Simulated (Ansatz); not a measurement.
# AlH5O3 (built from SMILES O.[OH][AlH][OH]): search for a transition state

Wanted: the transition state of a four-centre ligand exchange (form Al1–O6, H2–H5 and break Al1–H2, H5–O6). The guess is relaxed with those distances held, a saddle search follows, and vibrations and two downhill relaxations check it.

Computed with Ansatz 0.2.0, Gaussian basis. Level: PBE0-D4, def2-SVP first, then def2-TZVP.

152 further runs of the same task are left out: 152 set aside as unsound or not needed.

**1. The starting structure**

The guess: 9 atoms, charge 0, spin multiplicity 1.

Atoms are counted from 1 here; the program's logs count them from 0.

Bond lengths: Al1–H2 1.663 Å, Al1–O3 1.648 Å, Al1–O4 1.648 Å, Al1–H5 1.694 Å, Al1–O6 1.745 Å, O3–H7 0.942 Å, O4–H8 0.942 Å, O6–H9 0.954 Å. Angles: H2–Al1–O3 104.9°, H2–Al1–O4 104.8°, H2–Al1–H5 39.4°, H2–Al1–O6 83.5°, O3–Al1–O4 127.0°, O3–Al1–H5 115.4°, O3–Al1–O6 112.9°, O4–Al1–H5 115.5°, O4–Al1–O6 113.2°, H5–Al1–O6 44.1°, Al1–O3–H7 171.7°, Al1–O4–H8 171.7°, Al1–O6–H9 164.1°.

Geometry (Å):

```mol
AlH5O3
  3D, bonds by distance, orders not assigned

  9  8  0  0  0  0  0  0  0  0999 V2000
   -0.1947    0.0564   -0.1687 Al  0  0
    0.4716   -1.4450   -0.4269 H   0  0
    0.2358    0.9449   -1.4886 O   0  0
   -1.7235   -0.2466    0.3683 O   0  0
    1.0101   -0.9643    0.4456 H   0  0
    0.9816    0.1384    1.1179 O   0  0
    0.3486    1.4583   -2.2701 H   0  0
   -2.6386   -0.3594    0.5598 H   0  0
    1.5090    0.4172    1.8627 H   0  0
  1  2  8  0
  1  3  8  0
  1  4  8  0
  1  5  8  0
  1  6  8  0
  3  7  8  0
  4  8  8  0
  6  9  8  0
M  END
```

Distances that are to change: Al1–O6 1.75 Å, H2–H5 1.13 Å, Al1–H2 1.66 Å, H5–O6 1.29 Å.

**2. Relaxing the guess with the reacting distances held**

Contents of hold/in.yaml:

```yaml
crystal:
  periodic: [false, false, false]
  atoms:
    - {symbol: Al, position_ang: [-0.194700, 0.056400, -0.168700]}
    - {symbol: H, position_ang: [0.471600, -1.445000, -0.426900]}
    - {symbol: O, position_ang: [0.235800, 0.944900, -1.488600]}
    - {symbol: O, position_ang: [-1.723500, -0.246600, 0.368300]}
    - {symbol: H, position_ang: [1.010100, -0.964300, 0.445600]}
    - {symbol: O, position_ang: [0.981600, 0.138400, 1.117900]}
    - {symbol: H, position_ang: [0.348600, 1.458300, -2.270100]}
    - {symbol: H, position_ang: [-2.638600, -0.359400, 0.559800]}
    - {symbol: H, position_ang: [1.509000, 0.417200, 1.862700]}
basis:
  gaussian: {orbitals: def2-SVP}
hamiltonian: {xc: pbe0, dispersion: d4}
relax: {f_tol: 0.04, max_steps: 150, escape_saddle: false, constraints: [{distance: [0, 5]}, {distance: [1, 4]}, {distance: [0, 1]}, {distance: [4, 5]}]}
```

Command:

```bash
ansatz run in.yaml --threads 4 --pin off --events-out ev --progress --plain --max-ram 9574MiB
```

Further steps of the session: A starting Hessian; Saddle search in the small basis; Saddle search in triple zeta; Vibrations at the point found; Relaxing after a step of 0.30 Å one way along the mode; Relaxing after a step of 0.30 Å the other way along the mode.

What does the calculation give? Wanted: imaginary mode; barrier from the start side; barrier from the end side; energy of the step; pairs that change; zero-point energy at the saddle.

The runs gave:

```
                       quantity                                                        value
                 imaginary mode                                                   1183i cm⁻¹
    barrier from the start side                                                     0.690 eV
      barrier from the end side                                                     0.941 eV
             energy of the step                                                    -0.251 eV
              pairs that change  Al1–O6 tightened, H2–H5 formed, Al1–H2 broken, H5–O6 broken
zero-point energy at the saddle                                                     1.509 eV
```

In words: One imaginary mode, 1183i cm⁻¹, makes this a first-order saddle. The two relaxations end on the structures that were planned. At PBE0-D4/def2-TZVP the electronic barrier is 0.690 eV, about 27 kT at 298 K, and the step runs 0.251 eV downhill. With so stiff a mode tunnelling counts: Wigner's rough correction is a factor of 2.4 at 298 K. A step off the saddle overshot and began above it in energy, so the link to its end is likely but not proven.
